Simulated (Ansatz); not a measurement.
# ClH4OPZn: the cost of one run

Method: RKS B3LYP/def2-SVP, in Ansatz 0.2.0.

## Step 1: The system as given

Bond lengths: Zn1–Cl2 2.590 Å, Zn1–O3 1.790 Å, O3–H4 1.010 Å, Zn1–P5 2.590 Å, P5–H6 1.420 Å, P5–H7 1.420 Å, Cl2–H8 1.549 Å, P5–H8 1.612 Å. Angles: Zn1–Cl2–H8 71.1°, Cl2–Zn1–O3 180.0°, Cl2–Zn1–P5 71.6°, O3–Zn1–P5 108.4°, Zn1–O3–H4 109.5°, Zn1–P5–H6 109.5°, Zn1–P5–H7 109.5°, Zn1–P5–H8 70.4°, H6–P5–H7 109.4°, H6–P5–H8 144.1°, H7–P5–H8 44.6°, Cl2–H8–P5 146.9°.

As a file:

```xyz
8

Zn    0.0000    0.0000    0.0000
Cl    0.0000    0.0000    2.5900
O     0.0000    0.0000   -1.7900
H     0.2547   -0.9174   -2.1271
P    -2.4184   -0.4386    0.8167
H    -3.0398   -1.3923   -0.0323
H    -2.3867   -0.9385    2.1454
H    -1.4419   -0.2615    2.0875
```

## Step 2: Pulling towards end A

Springs on the bonds that form and break draw the guess towards this end; the thresholds are loose.

The input, input.yaml:

```yaml
crystal:
  periodic: [false, false, false]
  atoms:
    - { symbol: Zn, position_ang: [0.0, 0.0, 0.0] }
    - { symbol: Cl, position_ang: [0.0, 0.0, 2.59] }
    - { symbol: O, position_ang: [0.0, 0.0, -1.79] }
    - { symbol: H, position_ang: [0.2547, -0.9174, -2.1271] }
    - { symbol: P, position_ang: [-2.4184, -0.4386, 0.8167] }
    - { symbol: H, position_ang: [-3.0398, -1.3923, -0.0323] }
    - { symbol: H, position_ang: [-2.3867, -0.9385, 2.1454] }
    - { symbol: H, position_ang: [-1.4419, -0.2615, 2.0875] }
basis:
  gaussian: { orbitals: def2-SVP }
hamiltonian:
  xc: b3lyp
relax:
  f_tol: 0.15
  max_steps: 25
  restrain:
    - { distance: [0, 4], at: 3.49, k: 30.0 }
    - { distance: [7, 1], at: 2.57, k: 30.0 }
    - { distance: [0, 1], at: 2.24, k: 30.0 }
    - { distance: [7, 4], at: 1.42, k: 30.0 }
```

The run is started by

```bash
$ ansatz run input.yaml --threads 2 --pin off --max-ram 3072MiB --backend cpu --events-out ev --progress --plain --runs-dir out
```

**Question.** How long does this run take on 2 threads of Arm Neoverse V1, shared host, and how much memory does it need?

About 28 s, with a peak of 0.23 GiB.
